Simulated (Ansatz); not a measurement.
## Ti2C, space group R-3m: a scan of the energy under strain, step by step

Computed with the Python package of Ansatz (0.2.0).

Interactive session:
```pycon
>>> import ansatz as az
>>> import numpy as np
>>> vectors0 = np.array([
...     [1.540698, 0.889523, 4.81377],
...     [-1.540698, 0.889523, 4.81377],
...     [0.0, -1.779045, 4.81377],
... ])
>>> sites = [
...     ("Ti", [0.245498, 0.245498, 0.245498]),
...     ("Ti", [0.754502, 0.754502, 0.754502]),
...     ("C", [0.5, 0.5, 0.5]),
... ]
>>> def build(cell):
...     crystal = az.Crystal(lattice=az.Lattice.of(cell))
...     for symbol, position in sites:
...         crystal = crystal.atom(symbol, position)
...     return crystal
...
>>> # clamped ions: the fractional positions stay as typed
>>> values = np.linspace(-0.05, 0.05, 7)
>>> energies = []
>>> for d in values:
...     strain = np.diag([0, 0, d])
...     cell = vectors0 @ (np.eye(3) + strain)
...     base = (
...         build(cell).calculation()
...         .occupations(az.OccupationsMethod.FERMI_DIRAC, width=0.15)
...         .functional(az.Functional.PBESOL)
...         .pseudopotentials("paw")
...         .basis(38 * az.Ry)
...         .kpoints(13, 13, 13)
...     )
...     report = base.run(threads=1).report
...     energies.append(report["free_energy_ev"] / len(sites))
...     print(f"d = {d:+.4f}  F = {energies[-1]:.5f} eV/atom")
...
d = -0.0500  F = -1732.20289 eV/atom
d = -0.0333  F = -1732.21668 eV/atom
d = -0.0167  F = -1732.22267 eV/atom
d = +0.0000  F = -1732.22126 eV/atom
d = +0.0167  F = -1732.21293 eV/atom
d = +0.0333  F = -1732.19812 eV/atom
d = +0.0500  F = -1732.17728 eV/atom
>>> energies = np.array(energies)
>>> for value, e in zip(values, energies):
...     print(f"strain {value:7.3f}   E - Emin = {1000 * (e - energies.min()):9.3f} meV/atom")
...
strain  -0.050   E - Emin =    19.776 meV/atom
strain  -0.033   E - Emin =     5.981 meV/atom
strain  -0.017   E - Emin =     0.000 meV/atom
strain   0.000   E - Emin =     1.401 meV/atom
strain   0.017   E - Emin =     9.735 meV/atom
strain   0.033   E - Emin =    24.546 meV/atom
strain   0.050   E - Emin =    45.388 meV/atom
>>> curvature = 2 * np.polyfit(values, energies, 3)[1]
>>> volume = abs(np.linalg.det(vectors0)) / len(sites)
>>> print(f"d2E/dd2 over the volume: {curvature / volume * 160.21766:.1f} GPa")
d2E/dd2 over the volume: 302.9 GPa
```

Against the unstrained cell the energy per atom changes by +18.37 meV at one end of the scan and +43.99 meV at the other, and its second derivative over the volume is 302.9 GPa.

Absolute energies stand on the zero of these potentials, so only differences at equal settings mean something. Spin is left out of this run. A Fermi-Dirac width this large means warm electrons, whose thermal share enters the free energy. The curvature belongs to this strain pattern and to the cell's stress; it equals a single elastic constant only for simple patterns. In a metal a curvature from energy changes of a few meV or less hangs on mesh and smearing, in size and even in sign. This cell is a computed structure, which may not be the phase found in nature. The ions keep their fractional positions (clamped ions). It ran for 48 s on 1 thread of Arm Neoverse V2, with other jobs on the host, peak memory 0.53 GiB.
